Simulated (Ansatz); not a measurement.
**FGeHS (SMILES [F][Ge][SH]): a rigid scan of the bond length F1–Ge2**

Aim: the energy along the bond length F1–Ge2, from CCSD(T) and from cheaper methods, relative to the minimum. No other atom is relaxed.

Computed with Ansatz 0.2.0, Gaussian basis. Level: single points in def2-TZVPP.

Levels: PBE-D4, r2SCAN-D4, PBE0-D4, B3LYP-D4, wB97M-V, Hartree-Fock, MP2, CCSD, CCSD(T). The scan takes 1.511, 1.563, 1.639, 1.727, 1.825, 1.931, 2.043, 2.161, 2.284 Å.

Cores are frozen in the correlated methods. Filled d shells of the heavier atoms are correlated. B3LYP uses VWN-RPA correlation.

27 further runs of the same task are left out: 9 that didn't finish, 18 set aside as unsound or not needed.

**1. The starting structure**

SMILES `[F][Ge][SH]`, 4 atoms, charge 0, spin multiplicity 1.

Atoms are counted from 1 here; the program's logs count them from 0.

Bond lengths: F1–Ge2 1.693 Å, Ge2–S3 2.220 Å, S3–H4 1.501 Å. Angles: F1–Ge2–S3 109.0°, Ge2–S3–H4 92.6°.

Coordinates:

```
atom     x (Å)     y (Å)     z (Å)
  F1  -1.99740   0.47800   0.74640
 Ge2  -0.38840  -0.02470   0.89910
  S3   0.55980  -0.03110  -1.10830
  H4   1.88160  -0.48250  -0.55740
```

**2. A first relaxation in a small basis**

The input, pre/in.yaml:

```yaml
crystal:
  periodic: [false, false, false]
  atoms:
    - {symbol: F, position_ang: [-1.997400, 0.478000, 0.746400]}
    - {symbol: Ge, position_ang: [-0.388400, -0.024700, 0.899100]}
    - {symbol: S, position_ang: [0.559800, -0.031100, -1.108300]}
    - {symbol: H, position_ang: [1.881600, -0.482500, -0.557400]}
basis:
  gaussian: {orbitals: def2-SVP}
hamiltonian: {xc: pbe, dispersion: d4}
relax: {f_tol: 0.03, max_steps: 250}
```

The command line of these runs was not kept.

After this run come: Finding the minimum; Reference energies at the minimum; F1–Ge2 = 1.511 Å; F1–Ge2 = 1.563 Å; F1–Ge2 = 1.639 Å; F1–Ge2 = 1.727 Å; F1–Ge2 = 1.825 Å; F1–Ge2 = 1.931 Å; F1–Ge2 = 2.043 Å; F1–Ge2 = 2.161 Å; F1–Ge2 = 2.284 Å.

Before running it: what results should come out? Wanted: highest point, CCSD(T); lowest point, CCSD(T); minimum along the scan, CCSD(T); RMS deviation from CCSD(T); largest T1 diagnostic.

**Answer**, as computed:

| quantity | value |
| --- | --- |
| highest point, CCSD(T) | 36.5 kcal/mol at 2.284 Å |
| lowest point, CCSD(T) | 0.0 kcal/mol at 1.757 Å |
| minimum along the scan, CCSD(T) | 1.751 Å |
| curvature there | 25.7 eV/Å² |
| RMS deviation from CCSD(T) | PBE-D4 4.5, r2SCAN-D4 1.1, PBE0-D4 0.9, B3LYP-D4 2.9, wB97M-V 0.8, Hartree-Fock 3.2, MP2 0.1, CCSD 0.9 kcal/mol |
| largest T1 diagnostic | 0.020 |

In words: A polynomial through the near points puts the CCSD(T) minimum 0.006 Å below the PBE0-D4 value. It is steeper on the short side than on the long one. Curvature against CCSD(T): PBE-D4 -17 %, Hartree-Fock +13 %. MP2 follows the CCSD(T) curve best and PBE-D4 worst.
